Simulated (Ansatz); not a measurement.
# C₂H₂ClGa: taking an electron away

An exercise on one series of results from a longer session: the logs are not shown, and one member is left open.

Computed with Ansatz 0.2.0, Gaussian basis. Level: unrestricted cation, the program's frozen cores in correlated methods.

Levels to be run: UKS PBE-D4/def2-TZVPP; UKS r2SCAN-D4/def2-TZVPP; UKS PBE0-D4/def2-TZVPP; UKS B3LYP-D4/def2-TZVPP; UKS wB97X-V/def2-TZVPP; UKS wB97M-V/def2-TZVPP; UKS B2PLYP/def2-TZVPP; UHF-CCSD(T)/def2-TZVPP; UHF-MP2/def2-QZVPP; extrapolation to the limit; then −ε(HOMO) from the neutral's earlier runs with LDA (SPW92), PBE-D4, revPBE-D4, BLYP-D4, r2SCAN-D4, B97M-V, PBE0-D4, B3LYP-D4, r2SCANh-D4, r2SCAN0-D4, HSE06-D4, BHLYP-D4, CAM-B3LYP-D4, LC-ωPBE, ωB97X-V, ωB97M-V.

## The relaxed structure

The geometry comes from an earlier relaxation with PBE0-D4 in a triple-zeta def2 set; it is a stationary point.

SMILES `C#[C][GaH][Cl]`, 6 atoms, charge 0, spin multiplicity 1.

Atoms are counted from 1 here; the program's logs count them from 0.

Bond lengths: C1–C2 1.208 Å, C1–H5 1.067 Å, C2–Ga3 1.900 Å, Ga3–Cl4 2.139 Å, Ga3–H6 1.547 Å. Angles: C2–C1–H5 179.8°, C1–C2–Ga3 179.1°, C2–Ga3–Cl4 115.4°, C2–Ga3–H6 126.7°, Cl4–Ga3–H6 117.8°.

Geometry (Å):

```mol
C2H2ClGa
  3D, bonds by distance, orders not assigned

  6  5  0  0  0  0  0  0  0  0999 V2000
    0.5778    1.0579   -1.4545 C   0  0
    0.2470    0.4125   -0.4887 C   0  0
   -0.2529   -0.5872    1.0480 Ga  0  0
   -1.7454   -2.0856    0.7241 Cl  0  0
    0.8671    1.6257   -2.3099 H   0  0
    0.3065   -0.4233    2.4811 H   0  0
  1  2  8  0
  2  3  8  0
  3  4  8  0
  1  5  8  0
  3  6  8  0
M  END
```

Set-up of the first run:

Contents of in.yaml:

```yaml
crystal:
  periodic: [false, false, false]
  atoms:
    - {symbol: C, position_ang: [0.577755, 1.057949, -1.454518]}
    - {symbol: C, position_ang: [0.246995, 0.412488, -0.488723]}
    - {symbol: Ga, position_ang: [-0.252910, -0.587239, 1.047970]}
    - {symbol: Cl, position_ang: [-1.745394, -2.085552, 0.724139]}
    - {symbol: H, position_ang: [0.867065, 1.625680, -2.309923]}
    - {symbol: H, position_ang: [0.306488, -0.423316, 2.481054]}
basis:
  gaussian: {orbitals: def2-TZVPP}
total_charge: 1
magnetization: {spin_polarized: true, initial_magnetization: 1}
hamiltonian: {xc: pbe, dispersion: d4}
```

Steps of the session up to this table: Cation, UKS PBE-D4/def2-TZVPP; Cation, UKS r2SCAN-D4/def2-TZVPP; Cation, UKS PBE0-D4/def2-TZVPP; Cation, UKS B3LYP-D4/def2-TZVPP; Cation, UKS wB97X-V/def2-TZVPP; Cation, UKS wB97M-V/def2-TZVPP; Cation, UKS B2PLYP (frozen core)/def2-TZVPP; Cation, UHF-CCSD(T)/def2-TZVPP; Cation, UHF-MP2/def2-QZVPP.

One table of the session follows, with a row left open; its other results are not shown here.

It belongs to the step «Ionisation energies side by side». For comparison, −ε(HOMO) of the neutral from earlier runs:

| functional | −ε(HOMO) (eV) |
| --- | --- |
| LDA (SPW92) | 7.47 |
| PBE-D4 | 7.27 |
| revPBE-D4 | 7.20 |
| BLYP-D4 | 7.09 |
| r2SCAN-D4 | 7.52 |
| B97M-V | 7.50 |
| PBE0-D4 | 8.49 |
| B3LYP-D4 | 8.23 |
| r2SCANh-D4 | 7.97 |
| r2SCAN0-D4 | 8.66 |
| HSE06-D4 | 8.09 |
| BHLYP-D4 | 9.53 |
| CAM-B3LYP-D4 | ? |
| LC-ωPBE | 11.30 |
| ωB97X-V | 10.87 |
| ωB97M-V | 10.74 |

**Question.** Estimate the row for CAM-B3LYP-D4.

**Answer.** −ε(HOMO) (eV): 9.84. In the column «−ε(HOMO) (eV)» it lies between BHLYP-D4 (9.53) and ωB97M-V (10.74).
